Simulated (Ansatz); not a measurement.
# K3SrAg3: one candidate of a structure search

Aim: relax a trial structure of K3SrAg3 and see where it ends.

Computed with Ansatz 0.2.0 (DFT PBE, scalar-relativistic, plane waves, PAW, unless a step's input says otherwise).

## (1) The starting structure

Symmetry: Pm-3m, No. 221, cubic system. Conventional cell: a = 5.954 Å, b = 5.954 Å, c = 5.954 Å, α = 90.00°, β = 90.00°, γ = 90.00°. K (site symmetry 4/mmm) is surrounded by 2 Sr at 2.98 Å and 4 Ag at 2.98 Å. Sr (site symmetry m-3m) is surrounded by 6 K at 2.98 Å. Around Ag (site symmetry 4/mmm) lie 4 K at 2.98 Å.

As a file:

```cif
data_structure
_symmetry_space_group_name_H-M 'Pm-3m'
_symmetry_Int_Tables_number 221
_cell_length_a 5.9538
_cell_length_b 5.9538
_cell_length_c 5.9538
_cell_angle_alpha 90.000
_cell_angle_beta 90.000
_cell_angle_gamma 90.000
_cell_volume 211.05
loop_
_atom_site_label
_atom_site_type_symbol
_atom_site_symmetry_multiplicity
_atom_site_Wyckoff_symbol
_atom_site_fract_x
_atom_site_fract_y
_atom_site_fract_z
_atom_site_occupancy
K1 K 3 c 0.00000 0.50000 0.50000 1
Sr1 Sr 1 b 0.50000 0.50000 0.50000 1
Ag1 Ag 3 d 0.00000 0.50000 0.00000 1
```

The cell is invented: species swapped into a database cell of Ce3GaBr3 (Pm-3m, No. 221), with K on the Ce sites, Sr on the Ga sites and Ag on the Br sites. Its size is a rough estimate.

## (2) The guess as it stands, on a coarse mesh

input.yaml

```yaml
crystal:
  lattice:
    - [5.95377902, 0.0, 0.0]
    - [0.0, 5.95377902, 0.0]
    - [0.0, 0.0, 5.95377902]
  atoms:
    - { symbol: K, position: [0.0, 0.5, 0.5] }
    - { symbol: K, position: [0.5, 0.5, 0.0] }
    - { symbol: K, position: [0.5, 0.0, 0.5] }
    - { symbol: Sr, position: [0.5, 0.5, 0.5] }
    - { symbol: Ag, position: [0.0, 0.5, 0.0] }
    - { symbol: Ag, position: [0.5, 0.0, 0.0] }
    - { symbol: Ag, position: [0.0, 0.0, 0.5] }
basis:
  ecutwfc: 420
kpoints:
  mp_grid: { grid: [4, 4, 4] }
hamiltonian:
  xc: pbe
scf:
  occupations: { method: gaussian, width: 0.1 }
  lower_state_search: "off"
output:
  forces: true
  stress: true
  eigenvalues: true
```

The run is started by

```console
> ansatz run input.yaml --threads 1 --pin off --max-ram 2048MiB --backend cpu --events-out ev --progress --plain --runs-dir out
```

Further runs follow: rough relaxation on the coarse mesh; full relaxation.

Q: Predict the outcome of this session. Wanted: conventional cell; volume; energy over the elements; gap on the mesh.

The runs gave:

```
                              quantity                                                                      value
symmetry at the end (tolerance 0.02 Å)                                                space group Pm-3m (No. 221)
                     conventional cell  a = 7.457 Å, b = 7.457 Å, c = 7.457 Å, α = 90.00°, β = 90.00°, γ = 90.00°
                                volume                                                              59.24 Å³/atom
              energy over the elements                                                              +0.62 eV/atom
                       gap on the mesh                                                                    0.21 eV
```

The space group Pm-3m (No. 221) is kept, and the volume per atom grows by 96.5 % from the first guess. The formation energy is positive, so the separate elements lie lower. No finished test with a distortion of lower symmetry is shown, so the end may be a saddle point.
